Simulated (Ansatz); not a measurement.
# GaNH3 radical (SMILES [NH2][GaH]): single points off equilibrium

How do the functionals fare away from a minimum? The structure is a structure displaced at random from a GFN2-xTB minimum.

The runs use Ansatz 0.2.0, Gaussian basis; single points in def2-TZVPP.

Correlated methods freeze the cores. Filled d shells of the heavier atoms are correlated. Orbitals are unrestricted. B3LYP uses VWN-RPA correlation.

### Step 1. Starting geometry

SMILES `[NH2][GaH]`, 5 atoms, charge 0, spin multiplicity 2.

Atoms are counted from 1 here; the program's logs count them from 0.

Bond lengths: N1–Ga2 2.142 Å, N1–H3 1.297 Å, N1–H4 0.924 Å, Ga2–H5 1.786 Å. Angles: Ga2–N1–H3 123.5°, Ga2–N1–H4 114.4°, H3–N1–H4 119.6°, N1–Ga2–H5 94.2°.

Geometry (Å):

```
atom    x (Å)    y (Å)    z (Å)
  N1  -0.1620  -0.7323   0.0896
 Ga2   1.2599   0.8081   0.5301
  H3  -1.1874  -0.5589  -0.6851
  H4  -0.1531  -1.4410   0.6818
  H5   0.4234   2.0430  -0.4520
```

### Step 2. CCSD(T)/def2-TZVPP

Contents of run/in.yaml:

```yaml
crystal:
  periodic: [false, false, false]
  atoms:
    - {symbol: N, position_ang: [-0.162000, -0.732300, 0.089600]}
    - {symbol: Ga, position_ang: [1.259900, 0.808100, 0.530100]}
    - {symbol: H, position_ang: [-1.187400, -0.558900, -0.685100]}
    - {symbol: H, position_ang: [-0.153100, -1.441000, 0.681800]}
    - {symbol: H, position_ang: [0.423400, 2.043000, -0.452000]}
basis:
  gaussian: {orbitals: def2-TZVPP}
magnetization: {spin_polarized: true, initial_magnetization: 1}
correlation: {method: ccsd_t}
scf: {omitted_lower_state_checks: [cluster_reference]}
output: {forces: true}
```

The command line of these runs was not kept.

### Step 3. PBE0-D4/def2-TZVPP

Changes to run/in.yaml since step 2:

```diff
@@ -11,4 +11,3 @@
 magnetization: {spin_polarized: true, initial_magnetization: 1}
-correlation: {method: ccsd_t}
-scf: {omitted_lower_state_checks: [cluster_reference]}
-output: {forces: true}
+hamiltonian: {xc: pbe0, dispersion: d4}
+output: {forces: true, orbitals: {seedname: orbitals}}
```

### Step 4. wB97M-V/def2-TZVPP

Changes to run/in.yaml since step 3:

```diff
@@ -11,3 +11,3 @@
 magnetization: {spin_polarized: true, initial_magnetization: 1}
-hamiltonian: {xc: pbe0, dispersion: d4}
-output: {forces: true, orbitals: {seedname: orbitals}}
+hamiltonian: {xc: {name: wB97M-V}}
+output: {forces: true}
```

### Step 5. r2SCAN-D4/def2-TZVPP

Changes to run/in.yaml since step 4:

```diff
@@ -11,3 +11,3 @@
 magnetization: {spin_polarized: true, initial_magnetization: 1}
-hamiltonian: {xc: {name: wB97M-V}}
+hamiltonian: {xc: r2scan, dispersion: d4}
 output: {forces: true}
```

### Step 6. PBE-D4/def2-TZVPP

Changes to run/in.yaml since step 5:

```diff
@@ -11,3 +11,3 @@
 magnetization: {spin_polarized: true, initial_magnetization: 1}
-hamiltonian: {xc: r2scan, dispersion: d4}
+hamiltonian: {xc: pbe, dispersion: d4}
 output: {forces: true}
```

### Step 7. B3LYP-D4/def2-TZVPP

Changes to run/in.yaml since step 6:

```diff
@@ -11,3 +11,3 @@
 magnetization: {spin_polarized: true, initial_magnetization: 1}
-hamiltonian: {xc: pbe, dispersion: d4}
+hamiltonian: {xc: {name: B3LYP}, dispersion: d4}
 output: {forces: true}
```

### Step 8. revPBE-D4/def2-TZVPP

Changes to run/in.yaml since step 7:

```diff
@@ -11,3 +11,3 @@
 magnetization: {spin_polarized: true, initial_magnetization: 1}
-hamiltonian: {xc: {name: B3LYP}, dispersion: d4}
+hamiltonian: {xc: {name: revPBE}, dispersion: d4}
 output: {forces: true}
```

(Steps that only read results are left out.)

Q: Predict the outcome of this session. Wanted: energy less free atoms, CCSD(T)/def2-TZVPP; RMS force component; RMS force error; HOMO and LUMO, PBE0-D4; T1 diagnostic.

The runs gave:

```
                                  quantity                                                                                              value
energy less free atoms, CCSD(T)/def2-TZVPP                                                                                     -1030.0 kJ/mol
                       RMS force component                                                               3.184 to 3.289 eV/Å over the methods
                           RMS force error  PBE0-D4 0.101, wB97M-V 0.074, r2SCAN-D4 0.077, PBE-D4 0.242, B3LYP-D4 0.188, revPBE-D4 0.285 eV/Å
                    HOMO and LUMO, PBE0-D4                                                                                 -6.28 and -3.60 eV
                             T1 diagnostic                                                                                              0.022
```

**Reading.** Against CCSD(T) the functionals' energies less atoms differ by -79.1 to -23.9 kJ/mol, PBE-D4 by -79.1 kJ/mol. CCSD(T) in triple zeta still lacks some correlation energy of the bonds, so part of these gaps is its own basis error and they don't rank the functionals. On forces the order runs from wB97M-V to revPBE-D4.
